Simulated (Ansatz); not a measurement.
Predict the output of the script below (Ansatz 0.2.0 through its Python package).

The script reads `scf.yaml`:
```yaml
crystal:
  lattice:
    - [6.369323, 0.0, 0.0]
    - [0.0, 6.369323, 0.0]
    - [0.0, 0.0, 6.369323]
  atoms:
    - { symbol: K, position: [0.0, 0.5, 0.5] }
    - { symbol: K, position: [0.5, 0.0, 0.5] }
    - { symbol: K, position: [0.5, 0.5, 0.0] }
    - { symbol: Na, position: [0.0, 0.0, 0.0] }
kpoints:
  mp_grid: { kspacing: 0.3 }
hamiltonian:
  xc: lda
scf:
  occupations: { method: fermi_dirac, width: 0.05 }
  mixing: { algorithm: anderson, beta: 0.7, ndim: 8 }
  eigensolver: { kind: davidson }
output:
  forces: true
  stress: true
basis:
  precision: f64
```

The script, `yaml_run.py`:
```python
"""Run a YAML input for K3Na from Python."""

import ansatz as az
import numpy as np
import yaml


def main() -> None:
    with open("scf.yaml") as handle:
        tree = yaml.safe_load(handle)
    print("sections:", list(tree))
    out = az.Session.from_dict(tree).plan(threads=1).execute()
    data = out.report

    n_atoms = len(data["lattice"]["sites"])
    print("F =", round(data["free_energy_ev"], 4), "eV for", n_atoms, "atoms")
    print("E(sigma -> 0) =", round(data["energy_sigma0_ev"], 4), "eV, TS =", round(data["entropy_ts_ev"], 5), "eV")
    print("closed by", data["closed_by"], "after", data["n_iterations"], "iterations")

    # the stress is positive in compression
    stress = np.array(data["stress_gpa"])
    print(f"pressure {np.trace(stress) / 3:.3f} GPa")
    print("stress tensor, GPa, positive in compression")
    print(np.round(stress, 3) + 0.0)

    # forces in eV per angstrom
    forces = np.array(data["forces_ev_ang"])
    norms = np.linalg.norm(forces, axis=1)
    print("largest force {:.4f} eV/A on atom {}".format(norms.max(), norms.argmax()))
    print(np.array2string(forces, precision=4, suppress_small=True))


if __name__ == "__main__":
    main()
```

```console
$ python yaml_run.py
sections: ['crystal', 'kpoints', 'hamiltonian', 'scf', 'output', 'basis']
DeckWarning: basis.ecutwfc = 420 eV, auto-derived from the records' recommended cutoffs: set by K (normal level)
F = -5955.1945 eV for 4 atoms
E(sigma -> 0) = -5955.1762 eV, TS = 0.03666 eV
closed by deck_thresholds after 7 iterations
pressure -0.564 GPa
stress tensor, GPa, positive in compression
[[-0.564  0.     0.   ]
 [ 0.    -0.564  0.   ]
 [ 0.     0.    -0.564]]
largest force 0.0000 eV/A on atom 0
[[ 0.  0.  0.]
 [ 0. -0.  0.]
 [-0.  0. -0.]
 [-0.  0. -0.]]
```
(Warnings from the package without file and line, repeats left out.)

What to keep in mind:
- The settings weren't tested for convergence.
- The mesh is modest for a metal, so energies can be off by several to tens of meV an atom and pressures by half a GPa or more; differences at equal mesh fare better.
- This cell is a computed structure, which may not be the phase found in nature.
- Finished in 4.2 s on 1 thread of Arm Neoverse V1, with other jobs on the host, peak memory 0.41 GiB.

(Lines on the test bed's own set-up are left out of the output.)
